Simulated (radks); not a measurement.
# Br with its nuclear charge varied continuously

An exercise on one series of results from a longer session: the logs are not shown, and one member is left open.

Program: radks (a radial shooting solver on a logarithmic mesh, Libxc functionals) version 1. Level of theory: Dirac Kohn-Sham, BLYP, spin-unpolarised, spherical densities, point nucleus; open shells fill j = l - 1/2 first. These are calculated values, not measurements, unless marked.

## The system

```
element       : bromine (Z = 35)
charge        : 0
electrons     : 35
configuration : [Ar] 3d10 4s2 4p5
```

Set-up of the first run:

The run's settings:

```text
Z 35
configuration [Ar] 3d10 4s2 4p5
relativity Dirac
functional b88,lyp
spin unpolarised
j_filling energy
nucleus point
c 137.035999084
```

Among the steps run: Z = 35.

One of the session's tables, all rows but one given; the rest of the session is left out.

It belongs to the step «Z = 35». From the orbitals of this run (lengths in bohr):

```
level     <r>  outermost maximum (interpolated)  90 % within  nodes
3s1/2  0.5515                             0.484        0.822      2
3p1/2  0.5571                             0.475        0.852      1
3p3/2  0.5677                             0.484        0.867      1
3d3/2  0.5884                             0.429        0.971      0
3d5/2  0.5925                             0.432        0.977      0
4s1/2   1.671                              1.41         2.50      3
4p1/2       ?                                 ?            ?      ?
4p3/2   2.132                              1.67         3.32      2
```

Q: Estimate the row for 4p1/2 from the others.

As computed: <r>: 2.080; outermost maximum (interpolated): 1.64; 90 % within: 3.24; nodes: 2. In the column «<r>» it lies between 4s1/2 (1.671) and 4p3/2 (2.132).
